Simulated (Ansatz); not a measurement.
# SnNH3S2 (SMILES [NH2][SnH]1[S][S]1): HF/3-21G

Aim: the electronic atomisation energy of SnNH3S2 at HF/3-21G, from 5 runs. 

The calculation is run with Ansatz 0.2.0.

38 further runs of the same task are left out: 38 set aside as unsound or not needed.

## Step 1: The molecule

The species is SnNH3S2 (7 atoms), meant as a singlet with charge 0. SMILES: `[NH2][SnH]1[S][S]1`. The coordinates come from a PBE0-D4/def2-TZVP relaxation. This is one conformer, not always the lowest.

Bond lengths: N1–Sn2 2.003 Å, Sn2–S3 2.358 Å, Sn2–S4 2.376 Å, S3–S4 2.178 Å, N1–H5 1.012 Å, N1–H6 1.012 Å, Sn2–H7 1.690 Å. Some angles: N1–Sn2–S3 115.2°, N1–Sn2–S4 120.4°, S3–Sn2–S4 54.8°, Sn2–S3–S4 63.0°, Sn2–S4–S3 62.2°, N1–Sn2–H7 112.0°, S3–Sn2–H7 122.2°, S4–Sn2–H7 121.1°, Sn2–N1–H5 114.3°, Sn2–N1–H6 112.7°.

## Step 2: The energy at HF/3-21G

The input, input.yaml:

```yaml
crystal:
  periodic: [false, false, false]
  atoms:
    - {symbol: N, position_ang: [-0.858900, 1.180400, 0.033200]}
    - {symbol: Sn, position_ang: [0.658800, -0.125900, 0.009600]}
    - {symbol: S, position_ang: [0.436900, -1.947300, 1.490200]}
    - {symbol: S, position_ang: [0.292300, -2.381600, -0.639300]}
    - {symbol: H, position_ang: [-0.847300, 1.845800, -0.729000]}
    - {symbol: H, position_ang: [-1.763700, 0.727200, 0.057900]}
    - {symbol: H, position_ang: [2.143100, 0.633400, -0.268300]}
basis:
  gaussian:
    orbitals: 3-21G-spherical.json
hamiltonian:
  xc: hf
accuracy: high
output:
  orbitals: {seedname: orbitals}
```

The basis set 3-21G is read from a file made from the Basis Set Exchange's data (not shown).

Launch:

```console
$ ansatz run input.yaml --threads 1 --pin off --max-ram 2610MiB --events-out events.jsonl --progress --plain --runs-dir runs
```

Standard output:

```text
Warning: RAYON_NUM_THREADS=1 ignored (pool sized by the plan → 1); use --threads N
Functional definition: HF
  name "HF"
  exchange = exact_x
  correlation = 0
1614 factors; integrals over basis functions are off by at most 1.0e-8 eV
mean field evaluation 1: about -186213.0977 eV, gradient 2.8e1 eV
mean field evaluation 2: about -186213.3687 eV, gradient 2.8e1 eV
mean field evaluation 4: about -186215.4757 eV, gradient 2.2e0 eV
mean field evaluation 8: about -186215.5009 eV, gradient 2.2e-1 eV
mean field evaluation 16: about -186215.5015 eV, gradient 1.2e-8 eV
mean field -186215.50153004 eV, -6843.2934598288 hartree, gradient 2.2e-8 eV, S^2 0.000000; 0 other end points of the search recorded, 0 dependent functions left out
reference -186215.50153004 eV, -6843.2934598288 hartree; 46, 46 occupied and 26, 26 virtual orbitals, 1614 factors
Total energy: -186215.50153004 eV, -6843.2934598288 hartree
```

It took 2.7 s on 1 thread of Arm Neoverse V1, shared host; peak memory 0.23 GiB.

## Step 3: The H atom at the same level

The input, in.yaml:

```yaml
crystal:
  periodic: [false, false, false]
  atoms:
    - symbol: H
      position_ang: [0.000000, 0.000000, 0.000000]
basis:
  gaussian:
    orbitals: 3-21G.json
magnetization:
  spin_polarized: true
  initial_magnetization: 1
hamiltonian:
  xc: hf
accuracy: high
```

The basis set 3-21G is read from a file made from the Basis Set Exchange's data (not shown).

Run the same way, it converges to -0.49620 Eh (log not shown).

## Step 4: The N atom at the same level

The input, molecule.yaml:

```yaml
crystal:
  periodic: [false, false, false]
  atoms:
    - symbol: "N"
      position_ang: [0.000000, 0.000000, 0.000000]
basis:
  gaussian: {orbitals: 3-21G.json}
hamiltonian: {xc: hf}
magnetization: {spin_polarized: true, initial_magnetization: 3}
accuracy: high
```

The basis set 3-21G is read from a file made from the Basis Set Exchange's data (not shown).

Launch:

```console
$ ansatz run molecule.yaml --threads 1 --pin off --max-ram 2610MiB --events-out events.jsonl --progress --plain --runs-dir runs
```

Standard output:

```text
Warning: RAYON_NUM_THREADS=1 ignored (pool sized by the plan → 1); use --threads N
Functional definition: HF
  name "HF"
  exchange = exact_x
  correlation = 0
42 factors; integrals over basis functions are off by at most 1.8e-9 eV
mean field evaluation 1: about -1472.2003 eV, gradient 4.6e0 eV
mean field evaluation 2: about -1472.2017 eV, gradient 4.6e0 eV
mean field evaluation 4: about -1472.2826 eV, gradient 9.3e-2 eV
mean field evaluation 8: about -1472.2827 eV, gradient 6.7e-6 eV
mean field -1472.28267610 eV, -54.1053903978 hartree, gradient 2.8e-8 eV, S^2 3.751604; 0 other end points of the search recorded, 0 dependent functions left out
reference -1472.28267610 eV, -54.1053903978 hartree; 5, 2 occupied and 4, 7 virtual orbitals, 42 factors
Total energy: -1472.28267610 eV, -54.1053903978 hartree
```

Wall time 0.04 s (1 thread of Arm Neoverse V1, shared host).

## Step 5: The S atom, same level

The input, in.yaml:

```yaml
crystal:
  periodic: [false, false, false]
  atoms:
    - {symbol: S, position_ang: [0.000000, 0.000000, 0.000000]}
basis:
  gaussian: {orbitals: 3-21G.json}
magnetization: {spin_polarized: true, initial_magnetization: 2}
hamiltonian: {xc: hf}
accuracy: high
```

The basis set 3-21G is read from a file made from the Basis Set Exchange's data (not shown).

Run the same way, it converges to -395.55134 Eh (log not shown).

## Step 6: The Sn atom at the same level

The input, input.yaml:

```yaml
crystal:
  periodic: [false, false, false]
  atoms:
    - symbol: Sn
      position_ang: [0.000000, 0.000000, 0.000000]
basis:
  gaussian:
    orbitals: 3-21G-spherical.json
magnetization:
  spin_polarized: true
  initial_magnetization: 2
hamiltonian:
  xc: hf
accuracy: high
```

The basis set 3-21G is read from a file made from the Basis Set Exchange's data (not shown).

Launch:

```console
$ ansatz run input.yaml --threads 1 --pin off --max-ram 2610MiB --events-out events.jsonl --progress --plain --runs-dir runs
```

Standard output:

```text
Warning: RAYON_NUM_THREADS=1 ignored (pool sized by the plan → 1); use --threads N
Functional definition: HF
  name "HF"
  exchange = exact_x
  correlation = 0
289 factors; integrals over basis functions are off by at most 4.8e-9 eV
mean field evaluation 1: about -163166.6686 eV, gradient 2.3e0 eV
mean field evaluation 2: about -163166.6874 eV, gradient 2.3e0 eV
mean field evaluation 4: about -163166.7721 eV, gradient 9.7e-2 eV
mean field evaluation 8: about -163166.7722 eV, gradient 2.8e-5 eV
mean field evaluation 16: about -163166.7722 eV, gradient 3.3e-2 eV
mean field evaluation 32: about -163166.7722 eV, gradient 7.3e-5 eV
mean field -163166.77221360 eV, -5996.2682804392 hartree, gradient 1.8e-8 eV, S^2 2.000599; 3 other end points of the search recorded, 0 dependent functions left out
reference -163166.77221360 eV, -5996.2682804392 hartree; 26, 24 occupied and 5, 7 virtual orbitals, 289 factors
Total energy: -163166.77221360 eV, -5996.2682804392 hartree
```

It took 0.32 s on 1 thread of Arm Neoverse V1, shared host.

## Step 7: Summary of results

At HF/3-21G:

```
                     quantity           value
       molecule: total energy  -6843.29346 Eh
        molecule: HOMO energy        -9.13 eV
        molecule: LUMO energy         1.43 eV
      molecule: HOMO–LUMO gap        10.56 eV
         H atom: total energy     -0.49620 Eh
                 H atom: ⟨S²⟩           0.750
         N atom: total energy    -54.10539 Eh
                 N atom: ⟨S²⟩           3.752
         S atom: total energy   -395.55134 Eh
                 S atom: ⟨S²⟩           2.001
        Sn atom: total energy  -5996.26828 Eh
                Sn atom: ⟨S²⟩           2.001
electronic atomisation energy        8.940 eV
```

In words: Taking the molecule apart into free atoms costs 8.94 eV (206 kcal/mol), before zero-point energy and without spin-orbit coupling. Hartree–Fock lacks the correlation of the bonding pairs, which as a rule makes this value much too low; in minimal bases other errors can mask that. The basis has no polarisation functions, which makes bonds too weak. Relativity is left out (molecule) although the molecule holds a heavy atom. Relativity is left out (Sn atom) although the molecule holds a heavy atom.
